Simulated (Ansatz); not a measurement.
# Al8B4P9N3: the cost of one run

Program: Ansatz 0.2.0. Level of theory: DFT PBEsol, scalar-relativistic, plane waves, PAW. These are calculated values, not measurements.

## (1) The starting structure

The cell holds 24 atoms (Al8B4N3P9): a = 6.750 Å, b = 6.750 Å, c = 8.267 Å, α = 90.00°, β = 90.00°, γ = 120.00°.

The sites of an ideal zinc blende lattice, at a guessed lattice constant, take 4 B, 8 Al; 9 P, 3 N (sublattices apart by semicolons), with a shake of 0.02 Å. Warren-Cowley parameters of the first shell (negative: unlike neighbours preferred): Al-B -0.25. In a cell this small the draw can fall short of the order aimed at.

Its coordinates follow in the input file.

## (2) Relaxing on a coarse mesh

A cheap relaxation: coarse mesh, no symmetry, loose thresholds.

Input file input.yaml:

```yaml
crystal:
  lattice:
    - [-4.77276222, -4.77276222, 0.0]
    - [0.0, 4.77276222, 4.77276222]
    - [-4.77276222, 4.77276222, -4.77276222]
  atoms:
    - { symbol: B, position: [0.4956384085, 0.0020436742, 0.9973975876] }
    - { symbol: B, position: [0.9928816053, 0.9992352707, 0.9985148932] }
    - { symbol: B, position: [0.6653022398, 0.3391475368, 0.3334744222] }
    - { symbol: B, position: [0.3397407503, 0.6720243076, 0.662321012] }
    - { symbol: "N", position: [0.3379951354, 0.1745829583, 0.9193320404] }
    - { symbol: "N", position: [0.6694203707, 0.3335491094, 0.5805114213] }
    - { symbol: "N", position: [0.1716846321, 0.3307626771, 0.58146311] }
    - { symbol: Al, position: [0.8298646633, 0.1627383986, 0.667319528] }
    - { symbol: Al, position: [0.3323706556, 0.166654281, 0.6687357539] }
    - { symbol: Al, position: [0.1646407426, 0.334581001, 0.3349351894] }
    - { symbol: Al, position: [0.5028626018, 0.5022783207, 0.9963394322] }
    - { symbol: Al, position: [0.9997501413, 0.4973054009, 0.9994455357] }
    - { symbol: Al, position: [0.8331825439, 0.6702876801, 0.6657347878] }
    - { symbol: Al, position: [0.6633624308, 0.826980858, 0.3333848186] }
    - { symbol: Al, position: [0.1670691617, 0.8359209858, 0.3334101698] }
    - { symbol: P, position: [0.8365324507, 0.1713780047, 0.9129112885] }
    - { symbol: P, position: [0.4939297473, 0.4990535521, 0.2463824357] }
    - { symbol: P, position: [0.9980249202, 0.5034242601, 0.2516408075] }
    - { symbol: P, position: [0.3356795957, 0.6644283043, 0.917098565] }
    - { symbol: P, position: [0.8348808331, 0.6633351087, 0.9133660939] }
    - { symbol: P, position: [0.6666682299, 0.8356443547, 0.5835922543] }
    - { symbol: P, position: [0.1717288225, 0.8357111099, 0.582746337] }
    - { symbol: P, position: [0.5054325022, 0.0023383978, 0.2480310744] }
    - { symbol: P, position: [0.0020701205, 9.47768e-05, 0.2462494711] }
  symmetry: { detect: false }
basis:
  ecutwfc: 420
kpoints:
  mp_grid: { grid: [2, 2, 2], shift: [0.5, 0.5, 0.5] }
hamiltonian:
  xc: pbesol
scf:
  occupations: { method: gaussian, width: 0.1 }
  lower_state_search: "off"
output:
  forces: true
  stress: true
  eigenvalues: true
relax:
  adjacent_minimum: "off"
  f_tol: 0.04
  max_steps: 50
  cell: { stress_tol: 0.3 }
```

On the command line:

```bash
> ansatz run input.yaml --threads 4 --pin off --max-ram 9216MiB --backend cpu --events-out ev --progress --plain --runs-dir out
```

**Question.** How long does this run take on 4 threads of Intel Xeon Platinum 8488C (Sapphire Rapids), shared host, and how much memory does it need?

About 22 s, with a peak of 0.85 GiB.
